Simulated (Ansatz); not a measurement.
The system is NiMoIrPdW.

```
CELL_PARAMETERS angstrom
2.77046 0.00000 0.00000
-1.38523 2.39928 0.00000
0.00000 0.00000 21.88122
ATOMIC_POSITIONS crystal
Ni 0.33333 0.66667 0.04433
Ni 0.66667 0.33333 0.95562
Mo 0.66667 0.33333 0.34270
Mo 0.66667 0.33333 0.76320
Pd 0.33333 0.66667 0.44768
Pd 0.33333 0.66667 0.65723
Ir 0.33333 0.66667 0.23988
Ir 0.33333 0.66667 0.86050
W 0.66667 0.33333 0.13646
W 0.66667 0.33333 0.55240
```

The cell was built by a generator and needn't be a form met in nature.

* Program: Ansatz 0.2.0
* Task: relaxation of cell and atoms
* Functional: PBEsol
* Potentials or basis: Ansatz PAW
* Cutoff: 420 eV (not typed: the program's choice for these potentials)
* k mesh: 8 × 8 × 1
* Occupations: fermi-dirac, width 0.05 eV
* Spin: collinear spin, ferromagnetic start
* Starting moments: [1.0, 1.0, 1.0, 1.0, 0.0, 0.0, 0.6, 0.6, 0.0, 0.0] μB

At the start: volume 14.54 Å³/atom.

**Question.** Where does the relaxation end?

**Answer.** It ends after 6 steps and the volume is 14.03 Å³/atom (-3.6 %); space group P3m1 (No. 156, to 0.05 Å); moment 0.00 μB per cell.

The path:
```tsv
step	energy change (eV)	largest force (eV/Å)	volume (Å³)
1	0.0000	0.2074	145.45
2	-0.1518	0.0984	141.05
3	-0.1560	0.1125	140.34
4	-0.1576	0.0116	140.29
5	-0.1577	0.0038	140.28
6	-0.1560	0.0039	140.28
```

Final structure:
```cif
data_structure
_symmetry_space_group_name_H-M 'P 1'
_symmetry_Int_Tables_number 1
_cell_length_a 2.7366
_cell_length_b 2.7366
_cell_length_c 21.6281
_cell_angle_alpha 90.000
_cell_angle_beta 90.000
_cell_angle_gamma 120.000
_cell_volume 140.28
loop_
_atom_site_label
_atom_site_type_symbol
_atom_site_fract_x
_atom_site_fract_y
_atom_site_fract_z
_atom_site_occupancy
Ni1 Ni 0.33333 0.66667 0.04397 1
Ni2 Ni 0.66667 0.33333 0.95599 1
Mo1 Mo 0.66667 0.33333 0.34232 1
Mo2 Mo 0.66667 0.33333 0.76311 1
Pd1 Pd 0.33333 0.66667 0.44743 1
Pd2 Pd 0.33333 0.66667 0.65733 1
Ir1 Ir 0.33333 0.66667 0.23982 1
Ir2 Ir 0.33333 0.66667 0.86135 1
W1 W 0.66667 0.33333 0.13629 1
W2 W 0.66667 0.33333 0.55239 1
```

Caveat: the plane-wave basis is chosen anew once the cell has moved, so the energies of steps on either side of that aren't comparable; the PAW data sets come from PBE, with cores solved anew for the run's functional, which leaves a small shift of forces and pressure; the starting moments weren't kept.
